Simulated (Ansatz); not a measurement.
# In8Ga24P8As24: the cost of one run

Program: Ansatz 0.2.0, PAW, plane waves. These are calculated values, not measurements.

## 1. Starting point

64 atoms (8 In, 24 Ga, 8 P, 24 As); a = 11.429 Å, b = 11.429 Å, c = 11.429 Å, α = 90.00°, β = 90.00°, γ = 90.00°. All atoms were shaken off their sites by about 0.02 Å along each axis.

Steps to follow: (2) PBEsol cell relaxation at the single k point (¼, ¼, ¼), on 1 × NVIDIA GB200 with 8 threads of Arm Neoverse-V2.

## 2. Relaxing cell and atoms with PBEsol

in.yaml reads:

```yaml
crystal:
  lattice:
    - [11.429005, 0.000000, 0.000000]
    - [0.000000, 11.429005, 0.000000]
    - [0.000000, 0.000000, 11.429005]
  atoms:
    - { symbol: In, position: [0.000243, 0.997459, 0.000287] }
    - { symbol: In, position: [0.500143, 0.002369, 0.499211] }
    - { symbol: In, position: [0.247874, 0.748911, 0.999463] }
    - { symbol: In, position: [0.250738, 0.750662, 0.502088] }
    - { symbol: In, position: [0.750374, 0.254190, 0.999718] }
    - { symbol: In, position: [0.755375, 0.999027, 0.752045] }
    - { symbol: In, position: [0.000777, 0.750457, 0.249464] }
    - { symbol: In, position: [0.001813, 0.749352, 0.753250] }
    - { symbol: Ga, position: [0.001720, 0.995932, 0.501135] }
    - { symbol: Ga, position: [0.001835, 0.500357, 0.998535] }
    - { symbol: Ga, position: [0.003369, 0.501505, 0.503479] }
    - { symbol: Ga, position: [0.501331, 0.000417, 0.000272] }
    - { symbol: Ga, position: [0.501407, 0.498529, 0.999626] }
    - { symbol: Ga, position: [0.501169, 0.496989, 0.503314] }
    - { symbol: Ga, position: [0.248162, 0.251006, 0.998849] }
    - { symbol: Ga, position: [0.250957, 0.251063, 0.499174] }
    - { symbol: Ga, position: [0.753028, 0.248448, 0.499697] }
    - { symbol: Ga, position: [0.750643, 0.748940, 0.998814] }
    - { symbol: Ga, position: [0.748083, 0.753321, 0.501033] }
    - { symbol: Ga, position: [0.250996, 0.999173, 0.249107] }
    - { symbol: Ga, position: [0.250021, 0.000238, 0.753004] }
    - { symbol: Ga, position: [0.253556, 0.501995, 0.249810] }
    - { symbol: Ga, position: [0.251282, 0.500499, 0.749736] }
    - { symbol: Ga, position: [0.748938, 0.001424, 0.250497] }
    - { symbol: Ga, position: [0.752293, 0.497881, 0.249275] }
    - { symbol: Ga, position: [0.747429, 0.501897, 0.749885] }
    - { symbol: Ga, position: [0.002050, 0.248351, 0.249744] }
    - { symbol: Ga, position: [0.001232, 0.250339, 0.749104] }
    - { symbol: Ga, position: [0.498329, 0.251828, 0.249825] }
    - { symbol: Ga, position: [0.499471, 0.249073, 0.752475] }
    - { symbol: Ga, position: [0.497616, 0.751990, 0.249244] }
    - { symbol: Ga, position: [0.498391, 0.749009, 0.747318] }
    - { symbol: P, position: [0.125544, 0.125165, 0.129719] }
    - { symbol: P, position: [0.624926, 0.625995, 0.625797] }
    - { symbol: P, position: [0.874605, 0.372617, 0.125455] }
    - { symbol: P, position: [0.874220, 0.870010, 0.124970] }
    - { symbol: P, position: [0.871499, 0.875475, 0.621212] }
    - { symbol: P, position: [0.876594, 0.127034, 0.374261] }
    - { symbol: P, position: [0.871985, 0.126363, 0.874160] }
    - { symbol: P, position: [0.123440, 0.874576, 0.872296] }
    - { symbol: As, position: [0.124622, 0.125514, 0.625080] }
    - { symbol: As, position: [0.123473, 0.623768, 0.124439] }
    - { symbol: As, position: [0.128400, 0.628287, 0.622275] }
    - { symbol: As, position: [0.622734, 0.125792, 0.125373] }
    - { symbol: As, position: [0.624341, 0.124632, 0.624305] }
    - { symbol: As, position: [0.624879, 0.626272, 0.123970] }
    - { symbol: As, position: [0.373928, 0.374835, 0.120530] }
    - { symbol: As, position: [0.374268, 0.374715, 0.623800] }
    - { symbol: As, position: [0.374110, 0.873361, 0.122580] }
    - { symbol: As, position: [0.374676, 0.877779, 0.624574] }
    - { symbol: As, position: [0.875060, 0.375073, 0.623384] }
    - { symbol: As, position: [0.373286, 0.125296, 0.375748] }
    - { symbol: As, position: [0.377188, 0.124869, 0.875703] }
    - { symbol: As, position: [0.380546, 0.626298, 0.376592] }
    - { symbol: As, position: [0.378223, 0.627892, 0.875553] }
    - { symbol: As, position: [0.874790, 0.624899, 0.375120] }
    - { symbol: As, position: [0.878056, 0.623148, 0.872852] }
    - { symbol: As, position: [0.126875, 0.377038, 0.376693] }
    - { symbol: As, position: [0.124714, 0.374482, 0.877070] }
    - { symbol: As, position: [0.127165, 0.874451, 0.373067] }
    - { symbol: As, position: [0.624641, 0.377201, 0.373616] }
    - { symbol: As, position: [0.626042, 0.377272, 0.875035] }
    - { symbol: As, position: [0.625113, 0.875449, 0.375807] }
    - { symbol: As, position: [0.622113, 0.876003, 0.873976] }
  symmetry: { detect: false }
kpoints:
  mp_grid: { grid: [1, 1, 1], shift: [0.25, 0.25, 0.25] }
hamiltonian:
  xc: pbesol
scf:
  occupations: { method: fermi_dirac, width: 0.01 }
relax:
  f_tol: 0.03
  max_steps: 80
  escape_saddle: false
  adjacent_minimum: "off"
  cell: { fix: [shape] }
output:
  forces: true
  eigenvalues: true
  populations: true
```

On the command line:

```console
$ ansatz run in.yaml --threads 8 --pin off --max-ram 118750MiB --runs-dir r --events-out ev --progress --plain --backend cuda --devices 0, --max-vram 170GiB
```

Q: Estimate wall time and peak memory on 1 × NVIDIA GB200 with 8 threads of Arm Neoverse-V2, shared host.

About 5.7 s, with a peak of 2.1 GiB on the host.
